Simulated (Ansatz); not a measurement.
## Cu2IBr in Ansatz: the effect of exact exchange

Crystal: Cu2IBr.

```
I Br Cu
1.0
     1.96853    1.13653    6.38762
    -1.96853    1.13653    6.38762
     0.00000   -2.27306    6.38762
I Br Cu
1 1 2
Direct
  0.00000 0.00000 0.00000
  0.50000 0.50000 0.50000
  0.24903 0.24903 0.24903
  0.75097 0.75097 0.75097
```

The cell comes from a database or a generator and needn't be the stable form of this composition.

Alike in all runs:

| Quantity | Value |
| --- | --- |
| Program | Ansatz 0.2.0 |
| Task | single point |
| Functional | HSE06 form with a typed share of exact exchange |
| Potentials or basis | Ansatz PAW |
| Cutoff | 420 eV (not typed: the program's choice for these potentials) |
| k mesh | 4 × 4 × 4 |
| Occupations | fermi-dirac, width 0.05 eV |
| Spin | no spin polarisation |

| exact exchange | pressure (GPa) | largest force (eV/Å) |
| --- | --- | --- |
| 0.05 | 1.1 | 0.05 |
| 0.1 | 1.3 | 0.06 |
| 0.15 | 1.3 | 0.07 |
| 0.2 | ? | ? |

Question: What does the run with exact exchange 0.2 give?

Answer: Pressure 1.4 GPa; largest force 0.08 eV/Å.

Worked out: A straight line through the other rows of the pressure, of slope 2 GPa per unit of exact exchange, extrapolates to 1.4 GPa, against the run's 1.4. A straight line through the other rows of the largest force, of slope 0.2 eV/Å per unit of exact exchange, extrapolates to 0.08 eV/Å, against the run's 0.08.

Caveats: all runs use coarse meshes; the PAW data sets come from PBE, with cores solved anew for the run's functional, which leaves a small shift of forces and pressure; the thresholds are loose for stress; the run has no spin polarisation, though such a crystal can be magnetic (some runs).
